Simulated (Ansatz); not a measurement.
# Co (Co, diamond): the cost of one run

Computed with Ansatz 0.2.0 (DFT r2SCAN, plane waves (500 eV) with PAW, scalar-relativistic; PBE-made PAW files, unless a step says otherwise).

## (1) Starting point

It takes space group Fd-3m (No. 227, cubic). Conventional cell: a = 4.927 Å, b = 4.927 Å, c = 4.927 Å, α = 90.00°, β = 90.00°, γ = 90.00°. Co (site symmetry -43m) is surrounded by 4 Co at 2.13 Å.

Structure file:

```
Co
1.0
     0.00000    2.46343    2.46343
     2.46343    0.00000    2.46343
     2.46343    2.46343    0.00000
Co
2
Direct
  0.12500 0.12500 0.12500
  0.87500 0.87500 0.87500
```

The atoms start with moments of +1.7, -1.7 μB.

## (2) Relaxing cell and atoms

File input.yaml:

```yaml
crystal:
  lattice:
    - [0.0, 2.4634331982, 2.4634331982]
    - [2.4634331982, 0.0, 2.4634331982]
    - [2.4634331982, 2.4634331982, 0.0]
  atoms:
    - { symbol: Co, position: [0.125, 0.125, 0.125], spin: 1.7 }
    - { symbol: Co, position: [0.875, 0.875, 0.875], spin: -1.7 }
hamiltonian:
  xc: r2scan
  pseudopotentials:
    kind: paw
    azcp:
      Co: "pseudopotentials/Co.paw.azcp"
basis:
  ecutwfc: 500
  fft_grid_basis: typed
kpoints:
  mp_grid: { grid: [11, 11, 11], shift: [0, 0, 0] }
magnetization:
  spin_polarized: true
scf:
  occupations: { method: fermi_dirac, width: 0.05 }
relax:
  max_steps: 60
  f_tol: 0.01
  cell: {}
```

Launch:

```
$ ansatz run input.yaml --threads 1 --pin off --max-ram 3584MiB --backend cpu --events-out ev --progress --plain --runs-dir out
```

Q: Estimate wall time and peak memory on 1 thread of Intel Xeon Platinum 8259CL at 2.50GHz (Skylake/Cascade Lake), shared host.

About 5.2 min, with a peak of 0.62 GiB.
